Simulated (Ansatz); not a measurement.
Predict the output of the script below (Ansatz 0.2.0 through its Python package).

Script `ash6n3_field.py`:
```python
"""Response of AsH6N3 to a pair of distant point charges."""

import warnings

import ansatz
import numpy as np

GEOMETRY = """
N    -1.11430   -0.13420   -1.05280
As    0.69730   -0.31340   -0.72270
N     0.34990   -1.38050    0.80550
N     0.89400    1.30340    0.30220
H    -1.26360    0.75600   -1.67700
H    -1.64620    0.12400   -0.16130
H     1.32850   -1.49290    1.30630
H     0.14440   -2.31160    0.46920
H     0.05570    1.30860    1.05570
H     0.63750    2.08940   -0.32200
"""

warnings.simplefilter("ignore", ansatz.DeckWarning)

system = ansatz.Crystal.molecule()
for line in GEOMETRY.strip().splitlines():
    symbol, *xyz = line.split()
    system = system.atom(symbol, [float(v) for v in xyz])

job = (
    system.calculation()
    .basis(gaussian="def2-SVP")
    .functional("hf")
    .forces()
)
# charges +q and -q at -R and +R make a nearly even field 2 k q / R^2 at the centre
centre = np.mean([site.position_ang for site in system.cartesian_sites], axis=0)
field = 2 * 14.399645 * 3.0 / 25.0 ** 2


def dipole(axis, sign):
    arm = 25.0 * np.eye(3)[axis]
    pair = [{"charge": sign * 3.0, "position_ang": (centre - arm).tolist()}, {"charge": -sign * 3.0, "position_ang": (centre + arm).tolist()}]
    deck = job.input().set(ansatz.key.basis.gaussian.point_charges, pair)
    return np.array(ansatz.Session.from_dict(deck).plan().execute().report["charge_distribution"]["dipole_moment_e_ang"])


print(f"field {field:.4f} V/A")
alpha = np.array([(dipole(axis, 1) - dipole(axis, -1)) / (2 * field) * 14.399645 for axis in range(3)])
print("polarisability tensor (A^3)")
print(np.array2string(alpha, precision=3, suppress_small=True))
print(f"mean {np.trace(alpha) / 3:.3f} A^3 = {np.trace(alpha) / 3 / 0.14818471:.2f} bohr^3")
```

Running `python ash6n3_field.py` prints:
```text
field 0.1382 V/A
polarisability tensor (A^3)
[[ 6.477 -0.228  0.44 ]
 [-0.216  7.62  -0.637]
 [ 0.442 -0.638  6.883]]
mean 6.993 A^3 = 47.19 bohr^3
```

Notes:
- The geometry is a force-field or estimated start, not a minimum of this method, and the basis set is short of its limit. The field of two point charges is only nearly even.
- Without diffuse functions polarisabilities are unreliable, as a rule too low, and they change with the bond lengths of this unrelaxed start.
- It ran for 13 s on 1 thread of Arm Neoverse V2 (shared host), peak memory 0.27 GiB.

(Lines on the test bed's own set-up are left out of the output.)
